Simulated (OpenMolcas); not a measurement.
**Fe²⁺: CASSCF terms and fine-structure levels**

Which level of Fe²⁺ lies lowest, and where do the others fall? The reference wave functions come first, then spin-orbit coupling.

The numbers are computed with OpenMolcas 26.06 (state-averaged CASSCF, spin-orbit coupling by RASSI with atomic mean-field integrals), except any that are marked as measured or tabulated.

**1. The system**

| Property | Result |
| --- | --- |
| Species | Fe²⁺ (iron, Z = 26, 24 electrons) |
| Basis | ANO-RCC-MB [4s3p1d], 18 functions |
| Scalar Hamiltonian | DKH2, point nucleus |
| Inactive shells | 1s 2s 2p 3s 3p |
| Active space | 6 electrons in 6 orbitals (3d 4s) |
| Some configurations of this space | 3d4 4s2, 3d5 4s, 3d6 |
| Orbitals | optimised for the ground-state spin in each parity, averaged over the low roots |

Outer shells as boxes (Hund's rule):

3d4 4s2
```
3d [↑ ][↑ ][↑ ][↑ ][  ]
4s [↑↓]
```

3d5 4s
```
3d [↑ ][↑ ][↑ ][↑ ][↑ ]
4s [↑ ]
```

3d6
```
3d [↑↓][↑ ][↑ ][↑ ][↑ ]
```

Each step is its own input file, run in one work folder so that later steps find the files of earlier ones. Labels, J, g values, rates, χT and fits are worked out afterwards by a script from the matrices that RASSI stores.

**2. GATEWAY and SEWARD: basis and integrals**

File a.inp:

```
&GATEWAY
Coord
1

Fe 0.0 0.0 0.0
Basis=ANO-RCC-MB
Group=XYZ
NoMove
AngMom=0.0 0.0 0.0
AMFI
&SEWARD
```

Run with:

```
$ OMP_NUM_THREADS=1 MOLCAS_MEM=1689 MOLCAS_PROJECT=a pymolcas a.inp > a.log
```

**3. CASSCF: quintets of even parity, 6 roots**

File a.inp:

```
&RASSCF
FileOrb=start.orb
Symmetry=1
Spin=5
nActEl=6 0 0
Inactive=3 6
Ras2=6 0
CIRoot=6 6 1
SDav=35
CIMx=300
Iter=120 100
PrWF=0.3
OrbListing=Nothing
MaxOrb=0
Atom
>>> COPY $Project.JobIph JOB001
```

start.orb holds the contracted functions of the basis, ordered by shell, or the orbitals of the step before.

**4. Reference wave functions, septets of even parity, 1 root**

File a.inp:

```
&RASSCF
FileOrb=start.orb
Symmetry=1
Spin=7
nActEl=6 0 0
Inactive=3 6
Ras2=6 0
CIRoot=1 1 1
SDav=1
CIMx=300
Iter=120 100
PrWF=0.3
OrbListing=Nothing
MaxOrb=0
Atom
CIOnly
>>> COPY $Project.JobIph JOB002
```

**5. Reference wave functions, triplets of even parity, 189 roots**

File a.inp:

```
&RASSCF
FileOrb=start.orb
Symmetry=1
Spin=3
nActEl=6 0 0
Inactive=3 6
Ras2=6 0
CIRoot=189 189 1
SDav=189
CIMx=300
Iter=120 100
PrWF=0.3
OrbListing=Nothing
MaxOrb=0
Atom
CIOnly
>>> COPY $Project.JobIph JOB003
```

**6. CASSCF: singlets of even parity, 175 roots**

File a.inp:

```
&RASSCF
FileOrb=start.orb
Symmetry=1
Spin=1
nActEl=6 0 0
Inactive=3 6
Ras2=6 0
CIRoot=175 175 1
SDav=175
CIMx=300
Iter=120 100
PrWF=0.3
OrbListing=Nothing
MaxOrb=0
Atom
CIOnly
>>> COPY $Project.JobIph JOB004
```

**7. RASSI: spin-orbit coupling between the states**

File a.inp:

```
&RASSI
NrOfJobIphs=4 6 1 45 49
1 2 3 4 5 6
1
1 2 3 4 5 6 7 8 9 10 11 12 13 14 15 16 17 18 19 20 21 22 23 24 25 26 27
28 29 30 31 32 33 34 35 36 37 38 39 40 41 42 43 44 45
1 2 3 4 5 6 7 8 9 10 11 12 13 14 15 16 17 18 19 20 21 22 23 24 25 26 27
28 29 30 31 32 33 34 35 36 37 38 39 40 41 42 43 44 45 46 47 48 49
IphNames
JOB001
JOB002
JOB003
JOB004
EJob
SpinOrbit
DIPRint=1.0
SOCoupling=1000.0
Subsets=2
MEES
Property=10
'ANGMOM' 1 'ANGMOM' 2 'ANGMOM' 3 'MLTPL  1' 1 'MLTPL  1' 2 'MLTPL  1' 3
'AMFI' 1 'AMFI' 2 'AMFI' 3 'MLTPL  2' 6
SOProperty=3
'ANGMOM' 1 'ANGMOM' 2 'ANGMOM' 3
```

(Steps that only read results are left out.)

**Question.** What will these runs give? Wanted: lowest level; first excited level; lowest level of another term; spin-orbit lowering of the lowest level; strongest of the lines computed, by gA.

**Answer**, as computed:

```
                                                                                   quantity                                                value
                                                                                     method                                               CASSCF
                                                                               lowest level               3d6 5D4, 100 % of that term, g = 1.501
                                                                ground level listed by NIST                                                  5D4
                                                                        first excited level                                 3d6 5D3 at 0.0503 eV
                                                               lowest level of another term                                 3d6 3H6 at 2.5732 eV
                                                    spin-orbit lowering of the lowest level                                            0.0519 eV
strongest of the lines computed, by gA (one parity, so forbidden lines), at CASSCF energies  3d6 1D2(2) → 3d6 1G4(1), 187.6 nm, A = 4.25e+01 s⁻¹
```

**Reading.** The multiplet 5D is inverted; its intervals divided by the larger J differ by 10 % of their mean, where Landé's rule for pure LS coupling makes them equal. The computed levels miss the measured ones by 4500 cm⁻¹ on average. Only the configurations of the active space and the roots asked for are present. The septets, triplets, singlets rest on orbitals optimised for another spin in at least one step, which raises them against the optimised states. Not all states of the active space went into the spin-orbit step. Configurations with different d counts are hard to place against each other, and can be off by thousands to tens of thousands of cm-1. Only valence configurations of the active space appear, up to the ionisation limit; * or ° marks odd parity.
